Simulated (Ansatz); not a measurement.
# Mo3Ru: the cost of one run

Program: Ansatz 0.2.0. Level of theory: DFT PBE, scalar-relativistic, plane waves, PAW. These are calculated values, not measurements.

**1. The system as given**

Symmetry: Pm-3m, No. 221, cubic system. The conventional cell has a = 3.983 Å, b = 3.983 Å, c = 3.983 Å, α = 90.00°, β = 90.00°, γ = 90.00°. Mo (site symmetry 4/mmm) is surrounded by 8 Mo at 2.82 Å and 4 Ru at 2.82 Å. Ru (site symmetry m-3m) is surrounded by 12 Mo at 2.82 Å.

Structure file:

```
CELL_PARAMETERS angstrom
3.98282 0.00000 0.00000
0.00000 3.98282 0.00000
0.00000 0.00000 3.98282
ATOMIC_POSITIONS crystal
Mo 0.00000 0.50000 0.50000
Mo 0.50000 0.00000 0.50000
Mo 0.50000 0.50000 0.00000
Ru 0.00000 0.00000 0.00000
```

Recipe of the guess: species swapped into a database cell of Cu3Pt (Pm-3m, No. 221), with Mo on the Cu sites and Ru on the Pt sites. The dimensions are guesses.

**2. A first look at the guess**

input.yaml

```yaml
crystal:
  lattice:
    - [3.98282195, 0.0, 0.0]
    - [0.0, 3.98282195, 0.0]
    - [0.0, 0.0, 3.98282195]
  atoms:
    - { symbol: Mo, position: [0.0, 0.5, 0.5] }
    - { symbol: Mo, position: [0.5, 0.0, 0.5] }
    - { symbol: Mo, position: [0.5, 0.5, 0.0] }
    - { symbol: Ru, position: [0.0, 0.0, 0.0] }
basis:
  ecutwfc: 420
kpoints:
  mp_grid: { grid: [4, 4, 4] }
hamiltonian:
  xc: pbe
scf:
  occupations: { method: gaussian, width: 0.1 }
  lower_state_search: "off"
output:
  forces: true
  stress: true
  eigenvalues: true
```

Run with:

```sh
$ ansatz run input.yaml --threads 1 --pin off --max-ram 2560MiB --backend cpu --events-out ev --progress --plain --runs-dir out
```

**Question.** How long does this run take on 1 thread of Intel Xeon at 2.50GHz (Skylake/Cascade Lake), shared host, and how much memory does it need?

About 2.9 s, with a peak of 0.34 GiB.
